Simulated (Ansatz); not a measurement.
# AlGeH₄NO: basis-set convergence

The task here is to estimate one member of a computed series from the others.

The runs use Ansatz 0.2.0, Gaussian basis; one geometry, several basis sets.

The runs, in order: PBE0-D4/def2-SVP; ωB97M-V/def2-SVP; PBE0-D4/def2-QZVPP; ωB97M-V/def2-QZVPP; the functionals' def2-TZVPP values are taken from earlier runs.

## The relaxed structure

An earlier PBE0-D4 in a triple-zeta def2 set relaxation fixed the geometry.

SMILES `[NH2][GeH]1[O][AlH]1`, 8 atoms, charge 0, spin multiplicity 1.

Atoms are counted from 1 here; the program's logs count them from 0.

Bond lengths: N1–Ge2 1.822 Å, N1–H5 1.009 Å, N1–H6 1.008 Å, Ge2–O3 1.896 Å, Ge2–Al4 2.331 Å, Ge2–H7 1.543 Å, O3–Al4 1.699 Å, Al4–H8 1.577 Å. Angles: Ge2–N1–H5 116.8°, Ge2–N1–H6 117.5°, H5–N1–H6 110.6°, N1–Ge2–O3 114.7°, N1–Ge2–Al4 126.9°, N1–Ge2–H7 103.9°, O3–Ge2–Al4 46.0°, O3–Ge2–H7 108.8°, Al4–Ge2–H7 128.4°, Ge2–O3–Al4 80.7°, Ge2–Al4–O3 53.4°, Ge2–Al4–H8 168.5°, O3–Al4–H8 138.1°.

Set-up of the first run:

File in.yaml:

```yaml
crystal:
  periodic: [false, false, false]
  atoms:
    - {symbol: N, position_ang: [-1.000748, 1.330370, 0.514385]}
    - {symbol: Ge, position_ang: [0.239122, 0.000125, 0.626907]}
    - {symbol: O, position_ang: [1.177500, -0.346031, -0.983534]}
    - {symbol: Al, position_ang: [0.431458, -1.856935, -0.769096]}
    - {symbol: H, position_ang: [-0.662575, 2.276388, 0.611946]}
    - {symbol: H, position_ang: [-1.682092, 1.271156, -0.226148]}
    - {symbol: H, position_ang: [1.237879, 0.511870, 1.685381]}
    - {symbol: H, position_ang: [0.351655, -3.244141, -1.515641]}
basis:
  gaussian: {orbitals: def2-SVP}
hamiltonian: {xc: pbe0, dispersion: d4}
output: {orbitals: {seedname: orbitals}}
```

Among the steps run: PBE0-D4 in def2-SVP; ωB97M-V in def2-SVP; PBE0-D4 in def2-QZVPP; ωB97M-V in def2-QZVPP.

One table of the session follows, with a row left open; its other results are not shown here.

It belongs to the step «Functionals by basis». 

| functional | basis | HOMO (eV) |
| --- | --- | --- |
| PBE0-D4 | def2-SVP | ? |
| PBE0-D4 | def2-TZVPP | -6.31 |
| PBE0-D4 | def2-QZVPP | -6.35 |
| ωB97M-V | def2-SVP | -8.22 |
| ωB97M-V | def2-TZVPP | -8.34 |
| ωB97M-V | def2-QZVPP | -8.38 |

Estimate the missing values for PBE0-D4, def2-SVP.

The run gave: HOMO (eV): -6.21. In the column «HOMO (eV)» it is the highest.
